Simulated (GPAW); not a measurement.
ZrB, 2 atoms in the cell. Symmetry: Fm-3m, No. 225, cubic system. The conventional cell has a = 4.650 Å, b = 4.650 Å, c = 4.650 Å, α = 90.00°, β = 90.00°, γ = 90.00°. Zr (site symmetry m-3m) has 6 B at 2.33 Å as nearest neighbours. B (site symmetry m-3m) is surrounded by 6 Zr at 2.33 Å. 

```yaml
Program: GPAW 26.7.0
Task: relaxation of cell and atoms
Functional: PBEsol
Potentials_or_basis: PAW data sets generated in the run's folder for this functional
Cutoff: 800 eV
Basis: pw
k_mesh: 10 × 10 × 10
Occupations: fermi-dirac, width 0.05 eV
Spin: no spin polarisation
Target_pressure: 2 GPa
Maxiter: 150
Optimizer: BFGS
Fmax: 0.02 eV/Å
Max_steps: 60
Target_pressure: 2 GPa
Convergence: density=1e-05 forces=0.0001
```

Potentials or basis: PAW data sets generated in the run's folder for this functional, pw.

Command:

```console
$ gpaw-setup -f PBEsol B Zr
$ OMP_NUM_THREADS=1 python run.py
```

Hardware: 1 thread of Arm Neoverse V2, on a shared host.

Problem. How long does it take, and how much memory?

Solution. It took 81 s on 1 thread of Arm Neoverse V2 (shared host), peak memory 0.23 GiB. Counts: scf iterations 39, plane waves 1308, bands 17, k points 47, ion steps 4.
